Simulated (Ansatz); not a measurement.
**One shape, several levels: InH3 (SMILES [H][In]([H])[H])**

Wanted: a comparison of 6 runs (PBE/STO-3G, SVWN5/STO-3G, UB3LYP/STO-3G, UMP2/STO-3G, CCSDT(Q)/STO-3G, CCSDTQ/STO-3G) of InH3. 

Program for the calculation: Ansatz 0.2.0.

27 further runs of the same task are left out: 1 that didn't finish, 26 set aside as unsound or not needed.

## (1) The molecule

InH3: 4 atoms, total charge 0, spin state singlet. As SMILES, `[H][In]([H])[H]`. The H2–In1 distance was set to 4.296 Å, away from the relaxed value. At this shape a bond of the SMILES string is far longer than usual.

Bond lengths: In1–H3 1.719 Å, In1–H4 1.718 Å. Angles: H3–In1–H4 119.9°.

## (2) A single-point energy at PBE/STO-3G (run 1)

Contents of molecule.yaml:

```yaml
crystal:
  periodic: [false, false, false]
  atoms:
    - {symbol: In, position_ang: [-2.576794, 0.039835, -0.021615]}
    - {symbol: H, position_ang: [1.718930, -0.027790, 0.013510]}
    - {symbol: H, position_ang: [-3.411944, 1.541975, -0.038855]}
    - {symbol: H, position_ang: [-3.462494, -1.432305, -0.016265]}
basis:
  gaussian:
    orbitals: STO-3G
magnetization:
  spin_polarized: false
hamiltonian:
  xc: {name: PBE}
accuracy: high
```

Started as:

```sh
ansatz run molecule.yaml --threads 1 --pin off --max-ram 2610MiB --events-out events.jsonl --progress --plain --runs-dir runs
```

What it wrote:

```text
Warning: RAYON_NUM_THREADS=1 ignored (pool sized by the plan → 1); use --threads N
Functional definition: PBE
  name "PBE"
  parameter kappa = 0.804
  parameter beta = 0.06672455060314922
  exchange = pbe_x(kappa = kappa, mu = beta*pi^2/3)
  correlation = pbe_c(beta = beta)
516 factors; integrals over basis functions are off by at most 4.5e-9 eV
mean field evaluation 1: about -154698.9684 eV, gradient 5.0e1 eV
mean field evaluation 2: about -154701.2771 eV, gradient 2.9e1 eV
mean field evaluation 4: about -154705.5623 eV, gradient 6.4e0 eV
mean field evaluation 8: about -154705.7440 eV, gradient 5.7e0 eV
mean field evaluation 16: about -154717.7162 eV, gradient 2.5e-8 eV
mean field -154717.71622107 eV, -5685.7711996897 hartree, gradient 4.5e-9 eV, S^2 0.000000; 0 other end points of the search recorded, 0 dependent functions left out
reference -154717.71622315 eV, -5685.7711997660 hartree; 26, 26 occupied and 4, 4 virtual orbitals, 516 factors
Total energy: -154717.71622315 eV, -5685.7711997660 hartree
```

Wall time 0.83 s (1 thread of AMD EPYC 9R45 (Zen 5), shared host).

## (3) The energy at SVWN5/STO-3G (run 2)

Contents of input.yaml:

```yaml
crystal:
  periodic: [false, false, false]
  atoms:
    - {symbol: In, position_ang: [-2.576794, 0.039835, -0.021615]}
    - {symbol: H, position_ang: [1.718930, -0.027790, 0.013510]}
    - {symbol: H, position_ang: [-3.411944, 1.541975, -0.038855]}
    - {symbol: H, position_ang: [-3.462494, -1.432305, -0.016265]}
basis:
  gaussian:
    orbitals: STO-3G
accuracy: high
hamiltonian:
  xc: {name: SVWN5}
```

Started as:

```sh
ansatz run input.yaml --threads 1 --pin off --max-ram 2610MiB --events-out events.jsonl --progress --plain --runs-dir runs
```

What it wrote:

```text
Warning: RAYON_NUM_THREADS=1 ignored (pool sized by the plan → 1); use --threads N
Functional definition: SVWN5
  name "SVWN5"
  exchange = slater_x
  correlation = vwn5_c
516 factors; integrals over basis functions are off by at most 4.5e-9 eV
mean field evaluation 1: about -154559.7878 eV, gradient 5.2e1 eV
mean field evaluation 2: about -154564.0730 eV, gradient 3.0e1 eV
mean field evaluation 4: about -154568.5527 eV, gradient 6.7e0 eV
mean field evaluation 8: about -154572.0227 eV, gradient 7.8e0 eV
mean field evaluation 16: about -154580.0172 eV, gradient 3.9e-9 eV
mean field -154580.01716817 eV, -5680.7108528313 hartree, gradient 1.2e-8 eV, S^2 0.000000; 0 other end points of the search recorded, 0 dependent functions left out
reference -154580.01717017 eV, -5680.7108529049 hartree; 26, 26 occupied and 4, 4 virtual orbitals, 516 factors
Total energy: -154580.01717017 eV, -5680.7108529049 hartree
```

It took 0.46 s on 1 thread of AMD EPYC 9R45 (Zen 5), shared host.

Runs 3 to 5 aren't shown in full; the table further down has their settings and results.

## (4) A single-point energy at CCSDTQ/STO-3G (run 6)

Contents of molecule.yaml:

```yaml
basis:
  gaussian:
    orbitals: STO-3G
crystal:
  periodic: [false, false, false]
  atoms:
    - {symbol: In, position_ang: [-2.576794, 0.039835, -0.021615]}
    - {symbol: H, position_ang: [1.718930, -0.027790, 0.013510]}
    - {symbol: H, position_ang: [-3.411944, 1.541975, -0.038855]}
    - {symbol: H, position_ang: [-3.462494, -1.432305, -0.016265]}
correlation:
  method: ccsdtq
  frozen_orbitals: {H: 0, In: 18}
accuracy: high
scf:
  omitted_lower_state_checks: [cluster_reference, increment]
```

Started as:

```sh
ansatz run molecule.yaml --threads 1 --pin off --max-ram 2610MiB --events-out events.jsonl --progress --plain --runs-dir runs
```

What it wrote, cut to the lines that bear on the results:

```text
Warning: RAYON_NUM_THREADS=1 ignored (pool sized by the plan → 1); use --threads N
Functional definition: HF
  name "HF"
[...]
516 factors; integrals over basis functions are off by at most 4.5e-9 eV
[...]
mean field -154676.07921125 eV, -5684.2410678014 hartree, gradient 3.1e-8 eV, S^2 0.000000; 1 other end points of the search recorded, 0 dependent functions left out; unrestricted orbitals would lower it
18 core orbitals not correlated: weight in the atoms' cores, before any rotation towards them, 1.000 or more for the frozen orbitals, at most 0.000 for the correlated occupied ones
reference -154676.07921125 eV, -5684.2410678014 hartree; 8, 8 occupied and 4, 4 virtual orbitals, 516 factors
second order -4.25791716 eV of doubles, -0.00000000 eV of singles
cycle   1  -2.46150611 eV  change    -1.1e0 eV  update   1.6e-1
[...]
cycle  34  -6.18675536 eV  change  -1.2e-11 eV  update  3.7e-10
WARN: these amplitudes may be one of several solutions (largest doubles amplitude 0.99, level shift 12.17 eV)
Total energy: -154682.26596661 eV, -5684.4684268673 hartree
Checks for a lower state left out: cluster_reference, increment
```

It took 2.8 s on 1 thread of AMD EPYC 9R45 (Zen 5), shared host; peak memory 0.15 GiB.

## (5) All runs side by side

| run | level | frozen core orbitals | energy (Eh) | wall time |
| --- | --- | --- | --- | --- |
| 1 | PBE/STO-3G | – | -5685.771200 | 0.83 s |
| 2 | SVWN5/STO-3G | – | -5680.710853 | 0.46 s |
| 3 | UB3LYP/STO-3G | – | -5686.431827 | 1.6 s |
| 4 | UMP2/STO-3G | 18 | -5684.454213 | 0.52 s |
| 5 | CCSDT(Q)/STO-3G | 18 | -5684.468415 | 0.32 s |
| 6 | CCSDTQ/STO-3G | 18 | -5684.468427 | 2.8 s |

## (6) Summary of results

| quantity | value |
| --- | --- |
| run 6: total energy | -5684.46843 Eh |
| run 6: correlation energy (18 core orbitals frozen) | -227.4 mEh |
| run 6: T1 diagnostic | 0.061 |

In words: Totals of different functionals can't be ranked against each other. In runs 5, 6 the log says that unrestricted orbitals would lower the reference, so the values rest on an unstable closed-shell determinant (other closed-shell runs at this shape may share the fault). In runs 1, 2, 3, 4, 5, 6 the basis is minimal, so the values are rough. In runs 1, 2, 3, 4, 5, 6 relativity is left out where basis or elements ask for it. Spin contamination of the reference: run 4 ⟨S²⟩ = 1.00, run 3 ⟨S²⟩ = 1.00. Where it is this large, the reference is a mixture of spin states, and values that rest on it are in doubt. All runs together took 6.5 s, the longest 2.8 s.
